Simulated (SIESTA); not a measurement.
Ba2Tl5V3O12 in SIESTA: convergence with k mesh

The system is Ba2Tl5V3O12.

```xyz
22
Lattice="6.4899 -6.6769 -0.0476 6.4899 6.6769 -0.0476 -1.9674 0.0000 5.7522" Properties=species:S:1:pos:R:3 pbc="T T T"
Ba    6.4899    0.2782   -0.0476
Ba    6.4899   -3.9079   -0.0476
V     9.8970    1.9304    1.4039
V     1.1155    1.9304    4.2530
V     5.5062   -0.9938    2.8285
Tl    7.5378    2.3899    3.6011
Tl    3.4747    2.3899    2.0558
Tl    5.5062    6.4755    2.8285
Tl    2.4016   -1.2210    1.2385
Tl    8.6109   -1.2210    4.4184
O     0.8627    1.7317    2.5341
O     6.4815    0.0639    3.8372
O     7.0413   -3.2392    4.8045
O     8.1926    1.8299    1.1215
O     6.5476   -1.8120    1.7511
O     0.1757    0.7388    5.0824
O     4.4649   -1.8120    3.9058
O    10.8367    0.7388    0.5745
O     3.9711   -3.2392    0.8524
O     2.8198    1.8299    4.5354
O    10.1497    1.7317    3.1228
O     4.5309    0.0639    1.8197
```

The cell was built by a generator and needn't be a form met in nature.

```yaml
Program: SIESTA 5.4.2
Task: single point
Functional: PBE
Potentials_or_basis: PseudoDojo 0.4 standard (PBE files)
Basis: DZP (energy shift 0.003 Ry; two zetas on semicore shells; d shell added on Ba)
Grid_cutoff: 800 Ry
Energy_shift: 0.003 Ry
k_mesh: 1 × 1 × 1
Occupations: fermi-dirac, width 0.05 eV
Spin: collinear spin, ferromagnetic start
Starting_moments: "[0.0, 0.0, 2.0, 2.0, 2.0, 0.0, 0.0, 0.0, 0.0, 0.0, 0.0, 0.0, 0.0, 0.0, 0.0, 0.0, 0.0, 0.0, 0.0, 0.0, 0.0, 0.0] μB"
```

These are the settings of the first run; the series varies k mesh, with any setting tied to it.

Hardware: 4 MPI ranks on Intel(R) Xeon(R) 6975P-C (Granite Rapids), with other jobs on the host.

The values tried are 1 × 1 × 1, 1 × 1 × 2, 2 × 2 × 3, 2 × 2 × 4, loosest first. From which on does the gap on the mesh stay within 0.01 eV of the tightest run that finished?

From 2 × 2 × 3 on.

```tsv
k mesh	energy less the tightest run, at zero smearing (meV/atom)	pressure (GPa)	largest force (eV/Å)	gap on the mesh (eV)	SCF cycles	CPU time (s)
1 × 1 × 1	-20.18	0.93	0.707	2.890	21	720
1 × 1 × 2	5.56	1.17	0.407	2.884	22	780
2 × 2 × 3	-0.04	1.08	0.363	2.856	22	850
2 × 2 × 4	0.00	1.09	0.363	2.854	22	800
```

Against the tightest run, the energy stays within 1 meV/atom from 2 × 2 × 3 on; the pressure stays within 0.1 GPa from 1 × 1 × 2 on; the largest force stays within 0.005 eV/Å from 2 × 2 × 3 on. Meshes of other sizes hit other points, so gaps and Fermi surfaces needn't settle smoothly. The tightest run that finished is the yardstick and may itself not be fully converged.

Caveat, for the tightest run too: this set's barium file shifts pressures by up to 1 GPa against other sets; spin-orbit coupling is left out, which as a rule narrows the gap of such compounds by several tenths of an eV; the basis of atomic orbitals isn't converged, which shifts pressures, moduli and gaps.
